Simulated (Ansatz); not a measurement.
# Ni: the cost of one run

Computed with Ansatz 0.2.0 (DFT PBE, PAW, plane waves, scalar-relativistic, unless a step's input says otherwise).

### Step 1. The system as given

The structure is cubic, space group Fm-3m (No. 225). Conventional cell: a = 3.530 Å, b = 3.530 Å, c = 3.530 Å, α = 90.00°, β = 90.00°, γ = 90.00°. Ni (site symmetry m-3m) is surrounded by 12 Ni at 2.50 Å.

Structure file:

```xyz
2
Lattice="0.0000 -1.7648 -1.7648 -3.5295 -1.7648 -1.7648 0.0000 1.7648 -1.7648" Properties=species:S:1:pos:R:3 pbc="T T T"
Ni    0.0000    0.0000    0.0000
Ni   -1.7648    0.0000   -1.7648
```

Atoms are counted from 1 in the order of input.yaml (Ni2 and so on).

Known so far: 9 plain starts ended in 3 states. The lowest came from “spin on, no moments given (the program may seed its own), plain SCF”: ferromagnetic, site moments Ni1 0.67, Ni2 0.67 μB, total 1.26 μB per cell, no gap on the k-mesh, free energy -11679.4500 eV.

Runs to come: parallel moments, default search for lower states; opposed moments +-, default search for lower states; the moments typed in its input, symmetry off, plain SCF; the moments typed in its input, standard search for lower states; the moments typed in its input, symmetry off, default search.

A plain SCF has the search for lower states switched off and ends at the first converged state. The default search runs further SCF cycles only where the state itself hints at a lower one. The standard and full searches may also try other magnetic orders and fillings, and need not reach the lowest state. With a search on, the program may also reshape the start on open shells. Ends within 0.2 meV/atom and 0.1 μB count as one state.

Moments by site are taken inside atomic spheres; the rest lies between them.

### Step 2. Parallel moments, default search for lower states

Contents of input.yaml:

```yaml
crystal:
  lattice:
    - [0.0, -1.76475, -1.76475]
    - [-3.5295, -1.76475, -1.76475]
    - [0.0, 1.76475, -1.76475]
  atoms:
    - { symbol: Ni, position: [0.0, 0.0, 0.0], spin: 2.0 }
    - { symbol: Ni, position: [0.0, 0.5, 0.5], spin: 2.0 }
magnetization:
  spin_polarized: true
hamiltonian:
  xc: pbe
  pseudopotentials: { kind: paw }
basis:
  ecutwfc: 420
kpoints:
  mp_grid: { grid: [13, 8, 11] }
scf:
  occupations: { method: gaussian, width: 0.1 }
output:
  forces: true
  stress: true
```

**Question.** How long does this run take on 2 threads of an x86-64 CPU, shared host, and how much memory does it need?

About 11 s, with a peak of 0.59 GiB.
